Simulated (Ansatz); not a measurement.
Run this with Ansatz's Python interface and show what comes out.

`ch5albf.xyz`
```text
9

C    -0.67610    1.00500    0.60510
B     0.60390    0.39470    0.02990
Al    0.54540   -1.51020   -0.77290
F    -0.89070   -2.42830   -0.81290
H    -1.47740    1.10430   -0.23520
H    -1.12220    0.44370    1.42030
H    -0.48170    2.07240    0.97560
H     1.66110    1.01840    0.05460
H     1.92620   -2.14630   -1.28170
```

Script `ch5albf.py`:
```python
"""A short Born-Oppenheimer trajectory of CH5AlBF."""

import ansatz as az
import numpy as np

system = az.Crystal.molecule_from_extxyz("ch5albf.xyz")

setup = system.calculation()
setup = setup.basis(gaussian="6-31G*")
setup = setup.functional("B3LYP")
symbols = [site.symbol for site in system.cartesian_sites]
start = np.array([site.position_ang for site in system.cartesian_sites], dtype=float)
report = setup.relax(force_tolerance=0.02).run(threads=1, backend="cpu").report
end = np.array(report["positions_ang"])
minimum = az.Crystal.molecule()
for symbol, place in zip(symbols, end):
    minimum = minimum.atom(symbol, place.tolist())

# dynamics from the relaxed geometry
setup = (
    minimum.calculation()
    .basis(gaussian="6-31G*")  # atom-centred Gaussian functions
    .functional("B3LYP")
    .md("nvt_langevin", timestep=0.5, steps=30, temperature=500, initial_velocities="maxwell_boltzmann", seed=82, friction=0.01)
)
frames = []
res = setup.session().plan().execute(on_event=lambda e: frames.append(e["data"]) if e["event"] == "md_step" else None)
print("t (fs)   E_pot (eV)      E_kin (eV)   T (K)   d(0-1) (A)")
for f in frames[::2]:
    xyz = np.array(f["positions_ang"])
    print(f"{f['time_fs']:6.2f} {f['lagrangian_ev']:14.5f} {f['e_kin_ev']:10.5f} {f['temperature_k']:8.1f} {np.linalg.norm(xyz[0] - xyz[1]):9.4f}")
print("mean temperature", round(float(np.mean([f["temperature_k"] for f in frames])), 1), "K")
```

```console
$ python ch5albf.py
t (fs)   E_pot (eV)      E_kin (eV)   T (K)   d(0-1) (A)
  0.00   -11109.88508    0.51704    444.4    1.5675
  1.00   -11109.86155    0.52074    447.6    1.5693
  2.00   -11109.80590    0.43853    377.0    1.5709
  3.00   -11109.74970    0.34721    298.5    1.5744
  4.00   -11109.71594    0.29496    253.5    1.5789
  5.00   -11109.70228    0.31116    267.5    1.5835
  6.00   -11109.69021    0.34036    292.6    1.5878
  7.00   -11109.68327    0.34004    292.3    1.5924
  8.00   -11109.68174    0.36969    317.8    1.5973
  9.00   -11109.68754    0.43086    370.4    1.6004
 10.00   -11109.71406    0.46058    395.9    1.6028
 11.00   -11109.73207    0.48846    419.9    1.6049
 12.00   -11109.72960    0.49348    424.2    1.6045
 13.00   -11109.70778    0.49594    426.3    1.6018
 14.00   -11109.68285    0.48458    416.5    1.5981
 15.00   -11109.66864    0.49695    427.2    1.5925
mean temperature 365.0 K
```

Caveats:
- Total energies depend on the basis set; only differences at equal settings carry meaning.
- The trajectory is only some femtoseconds long, so its temperature is not equilibrated; where the script doesn't relax first, it starts from a rough generated geometry.
- b3lyp holds the VWN-RPA fit, as in Gaussian; the form of ORCA and Turbomole is b3lyp5.
- The printed temperature counts all 3N degrees of freedom under Langevin dynamics, so the first row lies under the target.
- Finished in 2.7 min on 1 thread of Arm Neoverse V1 (shared host), peak memory 0.24 GiB.
